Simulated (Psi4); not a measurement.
**MP2/cc-pVDZ-DK (sfX2C, density fitting, density fitting for correlation, sweep point 1) run of GaH3F− (SMILES [F][GaH3-])**

Aim: the energy change on altering one bond length of GaH3F− at MP2/cc-pVDZ-DK (sfX2C, density fitting, density fitting for correlation, sweep point 1), from 2 runs. 

The calculation is run with Psi4 1.11.

### 1 The structure to begin with

GaH3F− has 5 atoms, charge -1, and is taken as a singlet. SMILES: `[F][GaH3-]`. Geometry: a GFN2-xTB relaxation, a rough one for these elements and not checked as a minimum.

Bond lengths: F1–Ga2 1.781 Å, Ga2–H3 1.554 Å, Ga2–H4 1.555 Å, Ga2–H5 1.553 Å. Angles: F1–Ga2–H3 106.4°, F1–Ga2–H4 106.1°, F1–Ga2–H5 106.7°, H3–Ga2–H4 112.4°, H3–Ga2–H5 112.1°, H4–Ga2–H5 112.7°.

### 2 A single-point energy at MP2/cc-pVDZ-DK (sfX2C, density fitting, density fitting for correlation, sweep point 1)

fgah3.dat

```
memory 1600 mb

molecule molecule1 {
  -1 1
  F     -0.500550    -0.495900     1.533090
  Ga     0.029420     0.026920    -0.084310
  H     -0.873870     1.229730    -0.473840
  H     -0.177300    -1.196140    -1.021500
  H      1.522310     0.435400     0.046550
  units angstrom
  symmetry c1
}

set basis cc-pVDZ-DK
set reference rhf
set puream true
set scf_type df
set num_frozen_docc 10
set relativistic x2c

energy('mp2')
print_variables()
```

The run is started by

```bash
psi4 -n 1 fgah3.dat fgah3.out
```

fgah3.out:

```text
[...]
  Running in c1 symmetry.
[...]
  Nuclear repulsion =  120.551075865847068
[...]
  Multiplicity = 1
[...]
  Nalpha       = 22
  Nbeta        = 22
[...]
    Number of basis functions: 56
[...]
    WARNING: The X2C and Dirac Hamiltonians have substatially different eigenvalues!
             This is probably caused by the recontraction of the basis set.
[...]
   @DF-RHF iter   1: -2042.63176334080595   -3.88681e+00   1.94797e-02 DIIS/ADIIS
[...]
   @DF-RHF iter  11: -2043.42483323224974    1.13687e-12   8.18332e-10 DIIS
[...]
    Orbital Energies [Eh]
    ---------------------
    Doubly Occupied:
       1A   -383.434527     2A    -49.032092     3A    -42.492377
       4A    -42.492367     5A    -42.492325     6A    -26.006846
       7A     -6.330738     8A     -4.281588     9A     -4.280690
      10A     -4.280670    11A     -1.266934    12A     -0.922129
      13A     -0.922080    14A     -0.919549    15A     -0.915791
      16A     -0.915739    17A     -0.430053    18A     -0.349949
      19A     -0.349880    20A     -0.306662    21A     -0.191819
      22A     -0.191177
[...]
  @DF-RHF Final Energy: -2043.42483323224974
   => Energetics <=
    Nuclear Repulsion Energy =            120.5510758658470678
    One-Electron Energy =               -3102.3398542717727651
    Two-Electron Energy =                 938.3639451736761430
    Total Energy =                      -2043.4248332322495116
[...]
 Multipole Moments:
 ------------------------------------------------------------------------------------
     Multipole            Electronic (a.u.)      Nuclear  (a.u.)        Total (a.u.)
 ------------------------------------------------------------------------------------
 L = 1.  Multiply by 2.5417464519 to convert [e a0] to [Debye]
 Dipole X            :         -0.2906310            0.3612003            0.0705693
 Dipole Y            :         -0.3052287            0.3667300            0.0615013
 Dipole Z            :          0.9395136           -1.1294028           -0.1898892
 Magnitude           :                                                    0.2117082
[...]
```

Run time: 7.5 s. Hardware: 1 thread of Intel Xeon Platinum 8259CL at 2.50GHz (Skylake/Cascade Lake), shared host; peak memory 0.28 GiB.

### 3 The distorted shape at the same level

input.dat

```
memory 1600 MB

molecule mol {
  -1 1
  F      0.222075    -1.458139     1.844711
  Ga     0.752045    -0.935319     0.227311
  H     -0.873870     1.229730    -0.473840
  H      0.545325    -2.158379    -0.709879
  H      2.244935    -0.526839     0.358171
  units angstrom
  symmetry c1
}

set {
  basis           cc-pVDZ-DK
  reference       rhf
  puream          true
  scf_type        df
  num_frozen_docc 10
  relativistic    x2c
}

result, w = energy('mp2', return_wfn=True)
print_variables()
```

The run is started by

```bash
psi4 -i input.dat -o output.dat -n 1
```

output.dat:

```text
[...]
  Running in c1 symmetry.
[...]
  Nuclear repulsion =  115.236723655344733
[...]
  Multiplicity = 1
[...]
  Nalpha       = 22
  Nbeta        = 22
[...]
    Number of basis functions: 56
[...]
    WARNING: The X2C and Dirac Hamiltonians have substatially different eigenvalues!
             This is probably caused by the recontraction of the basis set.
[...]
   @DF-RHF iter   1: -2042.16456762318990   -3.78297e+00   2.01673e-02 ADIIS/DIIS
[...]
   @DF-RHF iter  11: -2043.35127937074117   -1.13687e-11   8.50616e-09 DIIS
[...]
    Orbital Energies [Eh]
    ---------------------
    Doubly Occupied:
       1A   -383.518158     2A    -49.113149     3A    -42.574683
       4A    -42.573161     5A    -42.573002     6A    -26.058617
       7A     -6.410481     8A     -4.361888     9A     -4.360349
      10A     -4.359237    11A     -1.315548    12A     -1.000674
      13A     -1.000118    14A     -0.997382    15A     -0.995320
      16A     -0.993907    17A     -0.464915    18A     -0.397695
      19A     -0.391252    20A     -0.338454    21A     -0.241420
      22A     -0.110917
[...]
  @DF-RHF Final Energy: -2043.35127937074117
   => Energetics <=
    Nuclear Repulsion Energy =            115.2367236553447327
    One-Electron Energy =               -3088.8753515152684486
    Two-Electron Energy =                 930.2873484891825910
    Total Energy =                      -2043.3512793707413948
[...]
 Multipole Moments:
 ------------------------------------------------------------------------------------
     Multipole            Electronic (a.u.)      Nuclear  (a.u.)        Total (a.u.)
 ------------------------------------------------------------------------------------
 L = 1.  Multiply by 2.5417464519 to convert [e a0] to [Debye]
 Dipole X            :          1.6962409           -0.3536719            1.3425690
 Dipole Y            :         -2.9198805            1.3186454           -1.6012351
 Dipole Z            :          1.7501103           -1.4376805            0.3124298
 Magnitude           :                                                    2.1128317
[...]
```

It took 8.1 s on 1 thread of Intel Xeon Platinum 8259CL at 2.50GHz (Skylake/Cascade Lake), shared host; peak memory 0.28 GiB.

### 4 Summary of results

At MP2/cc-pVDZ-DK (sfX2C, density fitting, density fitting for correlation, sweep point 1), 10 core orbitals frozen:

| quantity | value |
| --- | --- |
| first shape: total energy | -2043.73132 Eh |
| first shape: HOMO energy (Hartree–Fock orbitals) | -5.20 eV |
| first shape: LUMO energy (Hartree–Fock orbitals) | 8.79 eV |
| first shape: HOMO–LUMO gap (to an unbound level, set by the basis) | 13.99 eV |
| first shape: correlation energy (10 core orbitals frozen) | -306.5 mEh |
| distorted shape: total energy | -2043.65536 Eh |
| distorted shape: HOMO energy (Hartree–Fock orbitals) | -3.02 eV |
| distorted shape: LUMO energy (Hartree–Fock orbitals) | 7.03 eV |
| distorted shape: HOMO–LUMO gap (to an unbound level, set by the basis) | 10.05 eV |
| distorted shape: correlation energy (10 core orbitals frozen) | -304.1 mEh |
| energy change with the Ga2–H3 bond stretched from 1.554 to 2.797 Å | 2.067 eV |

What this shows: With the Ga2–H3 bond stretched from 1.554 to 2.797 Å the energy rises by 2.07 eV (199 kJ/mol). The first shape isn't relaxed at this level, so the change isn't measured from a minimum.
